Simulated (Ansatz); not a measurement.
**CH₂BCl₂InO: up Jacob's ladder to CCSD(T)**

Aim: compute CH₂BCl₂InO with functionals from several rungs and with coupled cluster, and see how far each lands from CCSD(T) at the basis-set limit for the atomisation energy.

Program: Ansatz 0.2.0, Gaussian basis. Level of theory: functionals in def2-TZVPP, the program's frozen cores in correlated methods. These are calculated values, not measurements.

Levels to be run: LDA (SPW92), PBE-D4, revPBE-D4, BLYP-D4, r2SCAN-D4, B97M-V, PBE0-D4, B3LYP-D4, r2SCANh-D4, r2SCAN0-D4, HSE06-D4, BHLYP-D4, CAM-B3LYP-D4, LC-ωPBE, ωB97X-V, ωB97M-V, B2PLYP, PBE-QIDH; CCSD(T)/def2-SVP; CCSD(T)/def2-TZVPP; MP2/def2-QZVPP; extrapolation to the limit; RPA on PBE.

**1. The geometry**

All runs share one geometry, relaxed beforehand with PBE0-D4 in a triple-zeta def2 set. In takes the def2 core potential; no spin-orbit term is included.

SMILES `[Cl][In]([Cl])[CH]1BO1`, 8 atoms, charge 0, spin multiplicity 1.

Atoms are counted from 1 here; the program's logs count them from 0.

Bond lengths: Cl1–In2 2.317 Å, In2–Cl3 2.318 Å, In2–C4 2.127 Å, C4–B5 1.513 Å, C4–O6 1.510 Å, C4–H7 1.088 Å, B5–O6 1.328 Å, B5–H8 1.181 Å. Angles: Cl1–In2–Cl3 113.7°, Cl1–In2–C4 122.5°, Cl3–In2–C4 123.7°, In2–C4–B5 124.1°, In2–C4–O6 116.0°, In2–C4–H7 114.8°, B5–C4–O6 52.1°, B5–C4–H7 119.7°, O6–C4–H7 112.1°, C4–B5–O6 63.8°, C4–B5–H8 157.9°, O6–B5–H8 138.3°, C4–O6–B5 64.1°.

**2. LDA**

This LDA is Slater exchange with PW92 correlation.

Contents of in.yaml:

```yaml
crystal:
  periodic: [false, false, false]
  atoms:
    - {symbol: Cl, position_ang: [-0.837329, -2.903671, 0.751813]}
    - {symbol: In, position_ang: [0.716474, -1.200993, 0.521074]}
    - {symbol: Cl, position_ang: [2.909331, -1.893239, 0.810454]}
    - {symbol: C, position_ang: [0.164313, 0.786121, -0.000597]}
    - {symbol: B, position_ang: [-1.023957, 1.136476, -0.868839]}
    - {symbol: O, position_ang: [-1.209584, 1.228022, 0.442620]}
    - {symbol: H, position_ang: [0.922562, 1.539293, 0.204566]}
    - {symbol: H, position_ang: [-1.641810, 1.307991, -1.861092]}
basis:
  gaussian: {orbitals: def2-TZVPP}
hamiltonian: {xc: lda}
output: {orbitals: {seedname: orbitals}}
```

Further steps of the session: PBE-D4 (GGA); revPBE-D4 (GGA); BLYP-D4 (GGA); r2SCAN-D4 (meta-GGA); B97M-V (meta-GGA); PBE0-D4 (hybrid); B3LYP-D4 (hybrid); r2SCANh-D4 (hybrid); r2SCAN0-D4 (hybrid); HSE06-D4 (hybrid); BHLYP-D4 (hybrid); CAM-B3LYP-D4 (range-separated); LC-ωPBE (range-separated); ωB97X-V (range-separated); ωB97M-V (range-separated); B2PLYP (double hybrid); PBE-QIDH (double hybrid); CCSD(T) in def2-SVP; CCSD(T) in def2-TZVPP; MP2 in def2-QZVPP; RPA on PBE orbitals.

Q: Predict the results of all the runs planned. Wanted: atomisation energy, CCSD(T)/CBS; farthest beyond LDA; mean size of error, GGA; mean size of error, meta-GGA; mean size of error, hybrid; mean size of error, range-separated; mean size of error, double hybrid; gap, smallest and largest; T1 diagnostic.

As calculated:

```
                               quantity                                                                                                 value
        atomisation energy, CCSD(T)/CBS                                                                                        669.6 kcal/mol
functionals within 6.7 kcal/mol (1.0 %)  revPBE-D4, BLYP-D4, PBE0-D4, r2SCANh-D4, HSE06-D4, CAM-B3LYP-D4, LC-ωPBE, ωB97X-V, ωB97M-V, PBE-QIDH
                    farthest beyond LDA                                                                             BHLYP-D4 (-31.8 kcal/mol)
                mean size of error, GGA                                                                                         10.3 kcal/mol
           mean size of error, meta-GGA                                                                                          9.1 kcal/mol
             mean size of error, hybrid                                                                                         10.4 kcal/mol
    mean size of error, range-separated                                                                                          4.1 kcal/mol
      mean size of error, double hybrid                                                                                          6.2 kcal/mol
              gap, smallest and largest                                                             4.14 eV (LDA (SPW92)), 11.06 eV (LC-ωPBE)
                          T1 diagnostic                                                                                                0.0150
triples share of the correlation energy                                                                                                 4.1 %
```

LDA overbinds by 116.2 kcal/mol (17 %). PBE-D4 misses by +23.0 kcal/mol. Double hybrids carry the basis error of their MP2 part in triple zeta, and no dispersion term here, so their miss is partly the set-up's. The rungs range-separated, double hybrid miss on average by less than the doubt on the reference (6.7 kcal/mol), so they tie. The reference freezes the cores and leaves out spin-orbit coupling and excitations past (T), and its outer-core shells are covered unevenly, so misses under about 6.7 kcal/mol can't be ranked. All levels share the lack of spin-orbit coupling, which lowers the free heavy atoms and so the true binding. Hartree-Fock recovers 71 % of the binding; the rest is correlation. CCSD(T) in def2-SVP is off by -41.6 kcal/mol, so the small basis spoils what the method gains. Orbital gaps span 4.1 to 11.1 eV; exact exchange widens them. Correlated methods include outer-core shells of In, which these sets cover unevenly.
